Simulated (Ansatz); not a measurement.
The system is NbRu3C.

```
Ru Nb C
1.0
     4.06514    0.00000    0.00000
     0.00000    4.06514    0.00000
     0.00000    0.00000    4.06514
Ru Nb C
3 1 1
Direct
  0.50000 0.50000 0.00000
  0.50000 0.00000 0.50000
  0.00000 0.50000 0.50000
  0.00000 0.00000 0.00000
  0.50000 0.50000 0.50000
```

The cell comes from a database or a generator and needn't be the stable form of this composition.

Base run:

| Item | Value |
| --- | --- |
| Program | Ansatz 0.2.0 |
| Functional | PBE |
| Potentials or basis | Ansatz PAW |
| Cutoff | 420 eV (not typed: the program's choice for these potentials) |
| k mesh | 7 × 7 × 7 |
| Occupations | fermi-dirac, width 0.05 eV |
| Spin | no spin polarisation |

Its results: band gap on the k mesh none (metal or under the smearing width); pressure -3.4 GPa.

Problem. After a change of settings the same cell gave: band gap on the k mesh none (metal or under the smearing width); pressure -11.8 GPa. Which change was it?
A. functional from PBE to PBEsol
B. functional from PBE to RPBE
C. functional from PBE to r2SCAN; cutoff from 420 eV (not typed: the program's choice for these potentials) to 500 eV (not typed: the program's choice for these potentials)
D. functional from PBE to LDA

Solution. A.

PBEsol binds more tightly than PBE, so the same cell stands under less pressure.

Caveats: the density of states is complete only up to the lowest level of the last band computed; the PAW data sets come from PBE, with cores solved anew for the run's functional, which leaves a small shift of forces and pressure (some runs).
